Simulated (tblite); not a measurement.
# C3H13ClGeSi2: the cost of one run

Computed with tblite 0.8.0 and PySCF 2.14.0, with density-fitted response routines of our own, on a single molecule in the gas phase. Atoms count from 0, in the outputs and in this text.

**1. The starting structure**

20 atoms, charge 0, multiplicity 1; geometry from: force field or distance geometry start.

Bonds of the start (Å): C0–Si1 1.87, Si1–Ge2 2.33, Ge2–C3 1.94, C3–C4 1.51, C4–Si5 1.87, Si5–Cl6 2.09, C0–H7 1.11, C0–H8 1.11, C0–H9 1.10, Si1–H10 1.46, Si1–H11 1.47, Ge2–H12 1.56, Ge2–H13 1.55, C3–H14 1.12, C3–H15 1.12, C4–H16 1.11, C4–H17 1.11, Si5–H18 1.47, Si5–H19 1.47.

**2. Relaxing the molecule with GFN2-xTB**

What the job is given:

```
{"job": {"kind": "relax", "xc": "GFN2-xTB", "basis": "xTB"}, "charge": 0, "multiplicity": 1}
C     -2.529100     0.770400     0.813100
Si    -2.317000    -0.360400    -0.656900
Ge    -0.536400    -1.798400    -0.217200
C      0.977000    -0.753700     0.410600
C      1.439900     0.219400    -0.645000
Si     2.890600     1.232900    -0.048900
Cl     2.302600     2.428900     1.566400
H     -2.742200     0.176000     1.725900
H     -3.380800     1.457900     0.620600
H     -1.614400     1.361300     0.972600
H     -2.013500     0.434600    -1.843900
H     -3.542700    -1.147700    -0.865200
H     -0.970000    -2.806200     0.884900
H     -0.155500    -2.554000    -1.518400
H      0.665600    -0.205900     1.337400
H      1.796200    -1.463300     0.686400
H      1.752500    -0.329700    -1.560100
H      0.615700     0.911800    -0.915200
H      3.979800     0.337300     0.380000
H      3.376700     2.099400    -1.130100
```

Launch:

```sh
$ OMP_NUM_THREADS=1 python probes_run.py task.json out
```

This one command runs all jobs of the session in turn.

Q: Estimate the wall time and peak memory of this first job on 1 thread of Arm Neoverse N1, shared host.

About 1 s, with a peak of 0.18 GiB.
